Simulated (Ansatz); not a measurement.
# BH6OSn: the cost of one run

Method: RKS PBE0-D4/def2-SVP, in Ansatz 0.2.0.

## Step 1: The structure to begin with

Bond lengths: B1–Sn2 2.233 Å, Sn2–O3 2.403 Å, B1–H4 1.165 Å, B1–H5 1.164 Å, Sn2–H6 1.707 Å, Sn2–H7 1.701 Å, O3–H8 0.965 Å, O3–H9 0.963 Å. Angles: B1–Sn2–O3 100.0°, B1–Sn2–H6 126.9°, B1–Sn2–H7 127.3°, O3–Sn2–H6 91.7°, O3–Sn2–H7 86.5°, H6–Sn2–H7 104.8°, Sn2–B1–H4 118.3°, Sn2–B1–H5 118.2°, H4–B1–H5 123.5°, Sn2–O3–H8 119.4°, Sn2–O3–H9 126.2°, H8–O3–H9 107.6°.

Coordinates:

```xyz
9

B    -1.3362    0.5920   -1.3415
Sn    0.5528    0.7823   -0.1665
O     0.4772   -1.2718    1.0775
H    -2.0472   -0.2994   -1.1039
H    -1.5584    1.3907   -2.1584
H     0.7872    1.6950    1.2573
H     2.1162    0.3143   -0.6464
H     1.2810   -1.6004    1.4985
H    -0.2726   -1.6028    1.5834
```

## Step 2: Relaxing end A

input.yaml

```yaml
crystal:
  periodic: [false, false, false]
  atoms:
    - { symbol: B, position_ang: [-1.33624, 0.59202, -1.34154] }
    - { symbol: Sn, position_ang: [0.55285, 0.78231, -0.16646] }
    - { symbol: O, position_ang: [0.47718, -1.27179, 1.07748] }
    - { symbol: H, position_ang: [-2.04721, -0.29936, -1.10395] }
    - { symbol: H, position_ang: [-1.55841, 1.39074, -2.15836] }
    - { symbol: H, position_ang: [0.78723, 1.69503, 1.25727] }
    - { symbol: H, position_ang: [2.11624, 0.31432, -0.64636] }
    - { symbol: H, position_ang: [1.28099, -1.60043, 1.4985] }
    - { symbol: H, position_ang: [-0.27264, -1.60284, 1.58342] }
total_charge: 1
basis:
  gaussian: { orbitals: def2-SVP }
hamiltonian:
  xc: pbe0
  dispersion: d4
relax:
  f_tol: 0.015
  max_steps: 40
```

On the command line:

```bash
> ansatz run input.yaml --threads 1 --pin off --max-ram 2048MiB --backend cpu --events-out ev --progress --plain --runs-dir out
```

**Question.** How long does this run take on 1 thread of an Arm CPU, shared host, and how much memory does it need?

About 48 s, with a peak of 0.17 GiB.
